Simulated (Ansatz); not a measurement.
# LaRuAsO: the cost of one run

Computed with Ansatz 0.2.0 (DFT PBE, scalar-relativistic, plane waves, PAW, unless a step's input says otherwise).

## 1. The starting structure

It takes space group P4/nmm (No. 129, tetragonal). The conventional cell has a = 4.142 Å, b = 4.142 Å, c = 8.586 Å, α = 90.00°, β = 90.00°, γ = 90.00°. La (site symmetry 4mm) is surrounded by 4 O at 2.39 Å. As (site symmetry 4mm) has 4 Ru at 2.44 Å as nearest neighbours. Ru (site symmetry -4m2) has 4 As at 2.44 Å as nearest neighbours. O (site symmetry -4m2) is surrounded by 4 La at 2.39 Å.

Coordinates:

```cif
data_structure
_symmetry_space_group_name_H-M 'P4/nmm:1'
_symmetry_Int_Tables_number 129
_cell_length_a 4.1420
_cell_length_b 4.1420
_cell_length_c 8.5861
_cell_angle_alpha 90.000
_cell_angle_beta 90.000
_cell_angle_gamma 90.000
_cell_volume 147.31
loop_
_atom_site_label
_atom_site_type_symbol
_atom_site_symmetry_multiplicity
_atom_site_Wyckoff_symbol
_atom_site_fract_x
_atom_site_fract_y
_atom_site_fract_z
_atom_site_occupancy
La1 La 2 c 0.50000 0.00000 0.13949 1
As1 As 2 c 0.50000 0.00000 0.65078 1
Ru1 Ru 2 b 0.00000 0.00000 0.50000 1
O1 O 2 a 0.00000 0.00000 0.00000 1
```

This cell comes from an earlier session at PBE: 18.413 Å³/atom at 0.00 GPa, on a 8×8×4 mesh.

## 2. Antiferromagnetic, in the cell as typed

Contents of input.yaml:

```yaml
crystal:
  lattice:
    - [4.142033229, 0.0, 0.0]
    - [0.0, 4.142033229, 0.0]
    - [0.0, 0.0, 8.5860724602]
  atoms:
    - { symbol: La, position: [0.5, 0.0, 0.1394924001] }
    - { symbol: La, position: [0.0, 0.5, 0.8605075999] }
    - { symbol: As, position: [0.5, 0.0, 0.6507804594] }
    - { symbol: As, position: [0.0, 0.5, 0.3492195406] }
    - { symbol: Ru, position: [0.0, 0.0, 0.5], spin: 1.0 }
    - { symbol: Ru, position: [0.5, 0.5, 0.5], spin: -1.0 }
    - { symbol: O, position: [0.0, 0.0, 0.0] }
    - { symbol: O, position: [0.5, 0.5, 0.0] }
basis:
  ecutwfc: 420
  ecutrho_ratio: 4
kpoints:
  mp_grid: { grid: [8, 8, 4] }
hamiltonian:
  xc: pbe
scf:
  occupations: { method: gaussian, width: 0.05 }
  lower_state_search: "off"
output:
  forces: true
  stress: true
  eigenvalues: true
  populations: true
magnetization:
  spin_polarized: true
```

On the command line:

```
> ansatz run input.yaml --threads 2 --pin off --max-ram 5120MiB --backend cpu --events-out ev --progress --plain --runs-dir out
```

What time and memory should one allow on 2 threads of Intel Xeon at 2.70GHz, shared host?

About 69 s, with a peak of 0.84 GiB.
